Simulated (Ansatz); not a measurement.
**SiCl4: energies up the ladder**

Wanted for SiCl4: energies up the ladder.

Program: Ansatz 0.2.0. Level of theory: the levels named in each step. These are calculated values, not measurements.

### Step 1. The structure to begin with

Bond lengths: Cl1–Si2 2.015 Å, Si2–Cl3 2.015 Å, Si2–Cl4 2.014 Å, Si2–Cl5 2.013 Å. Angles: Cl1–Si2–Cl3 109.6°, Cl1–Si2–Cl4 109.4°, Cl1–Si2–Cl5 109.3°, Cl3–Si2–Cl4 109.3°, Cl3–Si2–Cl5 109.5°, Cl4–Si2–Cl5 109.7°.

Coordinates:

```xyz
5

Cl   -1.1732   -1.2079   -1.1054
Si    0.0012    0.0000   -0.0002
Cl   -0.7923    1.8512    0.0539
Cl    0.1298   -0.7231    1.8756
Cl    1.8365    0.0796   -0.8236
```

### Step 2. A rough first relaxation, PBE-D4/def2-SVP

Contents of input.yaml:

```yaml
crystal:
  periodic: [false, false, false]
  atoms:
    - { symbol: Cl, position_ang: [-1.17324, -1.20789, -1.10543] }
    - { symbol: Si, position_ang: [0.00122, -3.0e-05, -0.00018] }
    - { symbol: Cl, position_ang: [-0.79227, 1.85118, 0.05395] }
    - { symbol: Cl, position_ang: [0.12979, -0.72314, 1.87555] }
    - { symbol: Cl, position_ang: [1.8365, 0.07959, -0.82365] }
basis:
  gaussian: { orbitals: def2-SVP }
hamiltonian:
  xc: pbe
  dispersion: d4
relax:
  f_tol: 0.03
  max_steps: 200
```

On the command line:

```sh
$ ansatz run input.yaml --threads 4 --pin off --max-ram 10240MiB --backend cpu --events-out ev --progress --plain --runs-dir out
```

What it wrote (excerpt; [...] marks lines left out):

```text
Warning: RAYON_NUM_THREADS=4 ignored (pool sized by the plan → 4); use --threads N
[...]
Functional definition: PBE
[...]
976 factors; their error is unknown
[...]
mean field -57930.87132805 eV, -2128.9202543510 hartree, gradient 2.6e-5 eV, S^2 0.000000; 0 other end points of the search recorded, 0 dependent functions left out
[...]
reference -57930.87135329 eV, -2128.9202552784 hartree; 41, 41 occupied and 49, 49 virtual orbitals, 976 factors
relax step   1: F+E_penalty+E_count = -57931.14254536 eV  Δ(F+E_penalty+E_count) = +0.000e0 eV  max|allowed force component| = 8.065e-1 eV/Å  Δτ_max = 0.0000 Å  (22 SCF iters, accepted)
[...]
relax step   2: F+E_penalty+E_count = -57931.20226028 eV  Δ(F+E_penalty+E_count) = -5.971e-2 eV  max|allowed force component| = 1.312e-1 eV/Å  Δτ_max = 0.0445 Å  (22 SCF iters, accepted)
[...]
relax step   3: F+E_penalty+E_count = -57931.20420745 eV  Δ(F+E_penalty+E_count) = -1.947e-3 eV  max|allowed force component| = 1.003e-2 eV/Å  Δτ_max = 0.0069 Å  (23 SCF iters, accepted)
976 factors; their error is unknown
[...]
mean field -57930.93740143 eV, -2128.9226825028 hartree, gradient 1.6e-5 eV, S^2 0.000000; 1 other end points of the search recorded, 0 dependent functions left out
[...]
reference -57930.93742695 eV, -2128.9226834405 hartree; 41, 41 occupied and 49, 49 virtual orbitals, 976 factors
Total energy: -57931.20423296 eV, -2128.9324883808 hartree
Atom 0 at    -1.197640    -1.228379    -1.125177 Å, force     0.005691     0.007146     0.005954 eV/Å
Atom 1 at     0.000470    -0.000042    -0.000004 Å, force    -0.001723    -0.000081     0.000567 eV/Å
Atom 2 at    -0.808331     1.885015     0.051839 Å, force     0.004037    -0.010026    -0.001453 eV/Å
Atom 3 at     0.135066    -0.738398     1.909681 Å, force     0.000424     0.003148    -0.009847 eV/Å
Atom 4 at     1.872435     0.081514    -0.836100 Å, force    -0.008429    -0.000188     0.004779 eV/Å
Dipole moment:     0.000144     0.000018    -0.000072 e Å
```

Run time: 3.3 s. Hardware: 4 threads of Intel Xeon Platinum 8259CL at 2.50GHz (Skylake/Cascade Lake), shared host; peak memory 0.16 GiB.

Step by step:

| step | energy from step 1 (eV) | largest force component (eV/Å) |
| --- | --- | --- |
| 1 | 0.0000 | 0.8065 |
| 2 | -0.0597 | 0.1312 |
| 3 | -0.0617 | 0.0100 |

Step 1 is the start.

Before: Bond lengths: Cl1–Si2 2.015 Å, Si2–Cl3 2.015 Å, Si2–Cl4 2.014 Å, Si2–Cl5 2.013 Å. Angles: Cl1–Si2–Cl3 109.6°, Cl1–Si2–Cl4 109.4°, Cl1–Si2–Cl5 109.3°, Cl3–Si2–Cl4 109.3°, Cl3–Si2–Cl5 109.5°, Cl4–Si2–Cl5 109.7°.

After: Bond lengths: Cl1–Si2 2.052 Å, Si2–Cl3 2.052 Å, Si2–Cl4 2.052 Å, Si2–Cl5 2.052 Å. Angles: Cl1–Si2–Cl3 109.5°, Cl1–Si2–Cl4 109.5°, Cl1–Si2–Cl5 109.5°, Cl3–Si2–Cl4 109.4°, Cl3–Si2–Cl5 109.5°, Cl4–Si2–Cl5 109.5°.

### Step 3. Relaxation, PBE0-D4/def2-TZVPP

Contents of input.yaml:

```yaml
crystal:
  periodic: [false, false, false]
  atoms:
    - { symbol: Cl, position_ang: [-1.19764009, -1.22837924, -1.12517702] }
    - { symbol: Si, position_ang: [0.00046967, -4.188e-05, -3.62e-06] }
    - { symbol: Cl, position_ang: [-0.80833066, 1.88501468, 0.05183936] }
    - { symbol: Cl, position_ang: [0.13506593, -0.73839806, 1.9096814] }
    - { symbol: Cl, position_ang: [1.87243515, 0.08151449, -0.83610012] }
basis:
  gaussian: { orbitals: def2-TZVPP }
hamiltonian:
  xc: pbe0
  dispersion: d4
relax:
  f_tol: 0.002
  max_steps: 150
```

On the command line:

```sh
$ ansatz run input.yaml --threads 4 --pin off --max-ram 10240MiB --backend cpu --events-out ev --progress --plain --runs-dir out
```

What it wrote (excerpt; [...] marks lines left out):

```text
Warning: RAYON_NUM_THREADS=4 ignored (pool sized by the plan → 4); use --threads N
[...]
Functional definition: PBE0
[...]
1591 factors; their error is unknown
[...]
mean field -57956.12674222 eV, -2129.8483737031 hartree, gradient 7.0e-5 eV, S^2 0.000000; 0 other end points of the search recorded, 0 dependent functions left out
[...]
reference -57956.12677027 eV, -2129.8483747339 hartree; 41, 41 occupied and 169, 169 virtual orbitals, 1591 factors
relax step   1: F+E_penalty+E_count = -57956.35593174 eV  Δ(F+E_penalty+E_count) = +0.000e0 eV  max|allowed force component| = 6.088e-1 eV/Å  Δτ_max = 0.0000 Å  (23 SCF iters, accepted)
[...]
relax step   3: F+E_penalty+E_count = -57956.39657679 eV  Δ(F+E_penalty+E_count) = -1.140e-3 eV  max|allowed force component| = 5.439e-3 eV/Å  Δτ_max = 0.0053 Å  (26 SCF iters, accepted)
[...]
relax step   4: F+E_penalty+E_count = -57956.39657983 eV  Δ(F+E_penalty+E_count) = -3.032e-6 eV  max|allowed force component| = 1.495e-4 eV/Å  Δτ_max = 0.0003 Å  (18 SCF iters, accepted)
1591 factors; their error is unknown
[...]
mean field -57956.16492468 eV, -2129.8497768823 hartree, gradient 1.7e-5 eV, S^2 0.000000; 1 other end points of the search recorded, 0 dependent functions left out
[...]
reference -57956.16495260 eV, -2129.8497779084 hartree; 41, 41 occupied and 169, 169 virtual orbitals, 1591 factors
Total energy: -57956.39660775 eV, -2129.8582910782 hartree
Atom 0 at    -1.180237    -1.209946    -1.108488 Å, force     0.000005    -0.000041     0.000106 eV/Å
Atom 1 at     0.000388    -0.000064     0.000065 Å, force     0.000046     0.000037    -0.000093 eV/Å
Atom 2 at    -0.796510     1.857077     0.050615 Å, force    -0.000038    -0.000042     0.000149 eV/Å
Atom 3 at     0.133494    -0.727734     1.881384 Å, force    -0.000138     0.000079    -0.000101 eV/Å
Atom 4 at     1.844865     0.080377    -0.823336 Å, force     0.000125    -0.000033    -0.000061 eV/Å
Dipole moment:    -0.000012    -0.000007     0.000018 e Å
```

It took 22 s on 4 threads of Intel Xeon Platinum 8259CL at 2.50GHz (Skylake/Cascade Lake), shared host; peak memory 0.77 GiB.

The steps of the relaxation:

| step | E - E(step 1) (eV) | largest force component (eV/Å) |
| --- | --- | --- |
| 1 | 0.0000 | 0.6088 |
| 2 | -0.0395 | 0.1077 |
| 3 | -0.0406 | 0.0054 |
| 4 | -0.0406 | 0.0001 |

Step 1 is the start.

Before: Bond lengths: Cl1–Si2 2.052 Å, Si2–Cl3 2.052 Å, Si2–Cl4 2.052 Å, Si2–Cl5 2.052 Å. Angles: Cl1–Si2–Cl3 109.5°, Cl1–Si2–Cl4 109.5°, Cl1–Si2–Cl5 109.5°, Cl3–Si2–Cl4 109.4°, Cl3–Si2–Cl5 109.5°, Cl4–Si2–Cl5 109.5°.

After: Bond lengths: Cl1–Si2 2.022 Å, Si2–Cl3 2.022 Å, Si2–Cl4 2.022 Å, Si2–Cl5 2.022 Å. Angles: Cl1–Si2–Cl3 109.5°, Cl1–Si2–Cl4 109.5°, Cl1–Si2–Cl5 109.5°, Cl3–Si2–Cl4 109.5°, Cl3–Si2–Cl5 109.5°, Cl4–Si2–Cl5 109.5°.

### Step 4. Frequencies, PBE0-D4/def2-TZVPP

Contents of input.yaml:

```yaml
crystal:
  periodic: [false, false, false]
  atoms:
    - { symbol: Cl, position_ang: [-1.18023651, -1.20994613, -1.10848792] }
    - { symbol: Si, position_ang: [0.00038776, -6.424e-05, 6.468e-05] }
    - { symbol: Cl, position_ang: [-0.79650997, 1.85707706, 0.05061527] }
    - { symbol: Cl, position_ang: [0.13349357, -0.72773402, 1.88138436] }
    - { symbol: Cl, position_ang: [1.84486516, 0.08037732, -0.82333638] }
basis:
  gaussian: { orbitals: def2-TZVPP }
hamiltonian:
  xc: pbe0
  dispersion: d4
phonons: {}
```

On the command line:

```sh
$ ansatz run input.yaml --threads 4 --pin off --max-ram 10240MiB --backend cpu --events-out ev --progress --plain --runs-dir out
```

What it wrote (excerpt; [...] marks lines left out):

```text
Warning: RAYON_NUM_THREADS=4 ignored (pool sized by the plan → 4); use --threads N
[...]
[... 1 set-up line as earlier in the session ...]
[...]
1591 factors; their error is unknown
[...]
mean field -57956.16492468 eV, -2129.8497768823 hartree, gradient 2.9e-5 eV, S^2 0.000000; 0 other end points of the search recorded, 0 dependent functions left out
[...]
reference -57956.16495260 eV, -2129.8497779084 hartree; 41, 41 occupied and 169, 169 virtual orbitals, 1591 factors
[...]
1591 factors; their error is unknown
[...]
mean field -57956.16487036 eV, -2129.8497748861 hartree, gradient 2.9e-6 eV, S^2 0.000000; 0 other end points of the search recorded, 0 dependent functions left out
[...]
reference -57956.16489828 eV, -2129.8497759122 hartree; 41, 41 occupied and 169, 169 virtual orbitals, 1591 factors
[...]
1591 factors; their error is unknown
[...]
1591 factors; their error is unknown
[...]
mean field -57956.16493036 eV, -2129.8497770913 hartree, gradient 1.1e-6 eV, S^2 0.000000; 0 other end points of the search recorded, 0 dependent functions left out
[...]
reference -57956.16495829 eV, -2129.8497781174 hartree; 41, 41 occupied and 169, 169 virtual orbitals, 1591 factors
Total energy: -57956.39660775 eV, -2129.8582910782 hartree
Atom 0 at    -1.180237    -1.209946    -1.108488 Å, force     0.000005    -0.000041     0.000105 eV/Å
Atom 1 at     0.000388    -0.000064     0.000065 Å, force     0.000045     0.000037    -0.000092 eV/Å
Atom 2 at    -0.796510     1.857077     0.050615 Å, force    -0.000038    -0.000042     0.000149 eV/Å
Atom 3 at     0.133494    -0.727734     1.881384 Å, force    -0.000137     0.000079    -0.000101 eV/Å
Atom 4 at     1.844865     0.080377    -0.823336 Å, force     0.000126    -0.000033    -0.000061 eV/Å
Dipole moment:    -0.000011    -0.000007     0.000017 e Å
Vibrations: 143.75 143.76 217.50 217.50 217.50 421.46 623.18 623.18 623.19 cm⁻¹, zero-point energy 0.200298 eV
```

Wall time 92 s (4 threads of Intel Xeon Platinum 8259CL at 2.50GHz (Skylake/Cascade Lake), shared host); peak memory 0.78 GiB.

Harmonic frequencies (cm⁻¹; negative: imaginary): 144, 144, 218, 218, 218, 421, 623, 623, 623.

### Step 5. Single point, PBE-D4/def2-TZVPP

input.yaml, as its differences from that of step 4:

```diff
@@ -11,4 +11,3 @@
 hamiltonian:
-  xc: pbe0
+  xc: pbe
   dispersion: d4
-phonons: {}
```

On the command line:

```sh
$ ansatz run input.yaml --threads 4 --pin off --max-ram 10240MiB --backend cpu --events-out ev --progress --plain --runs-dir out
```

What it wrote:

```text
Warning: RAYON_NUM_THREADS=4 ignored (pool sized by the plan → 4); use --threads N
Engine: ansatz 0.2.0, x86_64-unknown-linux-gnu
[... 1 set-up line as earlier in the session ...]
  parameter kappa = 0.804
  parameter beta = 0.06672455060314922
  exchange = pbe_x(kappa = kappa, mu = beta*pi^2/3)
  correlation = pbe_c(beta = beta)
1464 factors; their error is unknown
mean field evaluation 1: about -57950.3418 eV, gradient 2.2e1 eV
mean field evaluation 2: about -57950.1579 eV, gradient 2.6e1 eV
mean field evaluation 4: about -57951.4160 eV, gradient 1.9e0 eV
mean field evaluation 8: about -57951.4196 eV, gradient 1.1e-2 eV
mean field -57951.37293976 eV, -2129.6736746847 hartree, gradient 2.1e-5 eV, S^2 0.000000; 0 other end points of the search recorded, 0 dependent functions left out
reference -57951.37297752 eV, -2129.6736760726 hartree; 41, 41 occupied and 169, 169 virtual orbitals, 1464 factors
Total energy: -57951.64335500 eV, -2129.6836122615 hartree
```

It took 1.4 s on 4 threads of Intel Xeon Platinum 8259CL at 2.50GHz (Skylake/Cascade Lake), shared host; peak memory 0.34 GiB.

### Step 6. Single point, r2SCAN-D4/def2-TZVPP

input.yaml, as its differences from that of step 5:

```diff
@@ -11,3 +11,3 @@
 hamiltonian:
-  xc: pbe
+  xc: r2scan
   dispersion: d4
```

On the command line:

```sh
$ ansatz run input.yaml --threads 4 --pin off --max-ram 10240MiB --backend cpu --events-out ev --progress --plain --runs-dir out
```

What it wrote:

```text
Warning: RAYON_NUM_THREADS=4 ignored (pool sized by the plan → 4); use --threads N
[... 1 set-up line as earlier in the session ...]
Functional definition: r2SCAN
  parameter k0 = 0.174
  parameter k1 = 0.065
  parameter a1 = 4.9479
  exchange = r2scan_x(k0 = k0, k1 = k1, a1 = a1)
  correlation = r2scan_c
1464 factors; their error is unknown
mean field evaluation 1: about -57971.2804 eV, gradient 2.0e1 eV
mean field evaluation 2: about -57971.4314 eV, gradient 1.9e1 eV
mean field evaluation 4: about -57972.0440 eV, gradient 1.7e0 eV
mean field evaluation 8: about -57972.0455 eV, gradient 3.1e-2 eV
mean field evaluation 16: about -57971.9986 eV, gradient 6.0e-5 eV
mean field -57971.99864303 eV, -2130.4316552994 hartree, gradient 6.0e-5 eV, S^2 0.000000; 0 other end points of the search recorded, 0 dependent functions left out
reference -57971.99865199 eV, -2130.4316556288 hartree; 41, 41 occupied and 169, 169 virtual orbitals, 1464 factors
Total energy: -57972.05721908 eV, -2130.4338079294 hartree
```

It took 3 s on 4 threads of Intel Xeon Platinum 8259CL at 2.50GHz (Skylake/Cascade Lake), shared host; peak memory 0.37 GiB.

[end of part 1 of 2]
